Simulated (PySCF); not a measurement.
# TiBr2: structure of the triplet

Aim: relax TiBr2 as a triplet from a linear start, check by its vibrations whether the end is a minimum, and collect its spectrum and constants.

Method: PBE0, basis Ti def2-TZVP, Br def2-TZVP, no relativity, density fitting; program: PySCF 2.14.0.

**1. The starting structure**

3 atoms, charge 0, spin multiplicity 3.

Bond lengths: Ti1–Br2 2.500 Å, Ti1–Br3 2.500 Å. Angles: Br2–Ti1–Br3 180.0°.

```xyz
3
charge 0 multiplicity 3
Ti    0.0000    0.0000    0.0000
Br    0.0000    0.0000    2.5000
Br    0.0000    0.0000   -2.5000
```

**2. The SCF at the typed geometry**

One driver script runs all steps and calls PySCF; scf.py shows how it sets up the SCF of each step. The optimiser is the driver's own. After this first run the driver tries any further starts and a stability analysis.

File scf.py:

```python
from pyscf import gto, scf, dft
mol = gto.M(atom='''
Ti     0.000000     0.000000     0.000000
Br     0.000000     0.000000     2.500000
Br     0.000000     0.000000    -2.500000''',
    basis={'Ti': 'def2-TZVP', 'Br': 'def2-TZVP'},
    charge=0, spin=2)
mf = dft.UKS(mol, xc='PBE0')
mf.grids.atom_grid = (50, 194)
aux = {'Ti': 'def2-universal-JKFIT', 'Br': 'def2-universal-JKFIT'}
mf = mf.density_fit(auxbasis=aux)
mf.conv_tol = 1e-08
mf.diis_space = 10
mf.max_cycle = 60
mf.init_guess = 'minao'
mf.verbose = 4
mf.kernel()
```

Run with:

```bash
> OMP_NUM_THREADS=4 python axn.py task.json out
```

Further steps of the session: Relaxation: linear start, triplet; Frequencies.

Before running it: what results should come out? Wanted: minimum; geometry; wavenumbers; dipole moment; highest occupied, lowest empty level; polar-tensor charge of Ti1; zero-point energy; atomisation energy; ⟨S²⟩.

As calculated:

| quantity | value |
| --- | --- |
| minimum | triplet, D∞h |
| geometry | Ti–Br 2.390 Å (×2); Br–Ti–Br 180.0° |
| wavenumbers (cm⁻¹) | 26 (πu), 203 (σg+), 393 (σu+) |
| dipole moment | 0.00 D |
| highest occupied, lowest empty level (either spin) | -6.62, -3.05 eV |
| polar-tensor charge of Ti1 | +1.26 e |
| zero-point energy | 3.9 kJ/mol |
| entropy at 298.15 K | 328.8 J/(mol K) |
| atomisation energy (no zero-point energy) | 838 kJ/mol |
| ⟨S²⟩ | 2.011 |

**Reading.** The linear start keeps its D∞h symmetry and ends in a minimum. The strongest infrared band lies at 393 cm⁻¹ (σu+). The dipole vanishes although Ti1 carries +1.3 e by the polar tensor: the bond dipoles cancel. Most of the spin sits on Ti1 (Mulliken spin 2.12, against 2 for the whole molecule). Only this shape and spin were tried, so other structures or states may lie lower. Open d and f shells are described by one determinant, and the ground state may have another occupation or spin.
